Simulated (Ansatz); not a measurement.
# InSe: the cost of one run

Computed with Ansatz 0.2.0 (DFT LDA, scalar-relativistic, plane waves, PAW, and further levels as typed in the inputs, unless a step's input says otherwise).

**1. The structure to begin with**

Symmetry: Cm, No. 8, monoclinic system. Conventional cell: a = 6.997 Å, b = 4.000 Å, c = 31.700 Å, α = 90.00°, β = 90.00°, γ = 90.00°. Se (site symmetry m) has 3 In at 2.65 to 2.67 Å as nearest neighbours. In (site symmetry m) has 3 Se at 2.65 to 2.67 Å and 1 In at 2.79 Å as nearest neighbours.

As a file:

```
CELL_PARAMETERS angstrom
4.00000 0.00000 0.00000
-2.00000 3.49874 0.00000
0.00000 0.00000 31.70000
ATOMIC_POSITIONS crystal
Se 0.33333 0.66667 0.28391
In 0.00000 0.00000 0.32476
In 0.00000 0.00000 0.41278
Se 0.33333 0.66667 0.45363
Se 0.00000 0.00000 0.54637
In 0.66667 0.33333 0.58722
In 0.66667 0.33333 0.67524
Se 0.00000 0.00000 0.71609
```

**2. Relaxing the atoms: In4Se4 sheet, no spin**

File input.yaml:

```yaml
crystal:
  lattice:
    - [4.0, 0.0, 0.0]
    - [-2.0, 3.4987426313, 0.0]
    - [0.0, 0.0, 31.7]
  atoms:
    - { symbol: Se, position: [0.3333333333, 0.6666666667, 0.2839116719] }
    - { symbol: In, position: [0.0, 0.0, 0.3247634069] }
    - { symbol: In, position: [0.0, 0.0, 0.4127760252] }
    - { symbol: Se, position: [0.3333333333, 0.6666666667, 0.4536277603] }
    - { symbol: Se, position: [0.0, 0.0, 0.5463722397] }
    - { symbol: In, position: [0.6666666667, 0.3333333333, 0.5872239748] }
    - { symbol: In, position: [0.6666666667, 0.3333333333, 0.6752365931] }
    - { symbol: Se, position: [0.0, 0.0, 0.7160883281] }
  periodic: [true, true, false]
scf:
  occupations: { method: gaussian, width: 0.02 }
  n_extra_bands: 6
output:
  forces: true
  stress: false
  write_density: true
  write_potential: true
  elf: true
  volumetric_format: npy
kpoints:
  mp_grid: { grid: [10, 10, 1] }
hamiltonian:
  xc: lda
relax:
  f_tol: 0.004
  max_steps: 100
```

Launch:

```bash
$ ansatz run input.yaml --threads 8 --pin off --max-ram 24576MiB --backend cpu --events-out ev --progress --plain --runs-dir out
```

Q: Estimate wall time and peak memory on 8 threads of Arm Neoverse V1, shared host.

About 2.7 min, with a peak of 2.9 GiB.
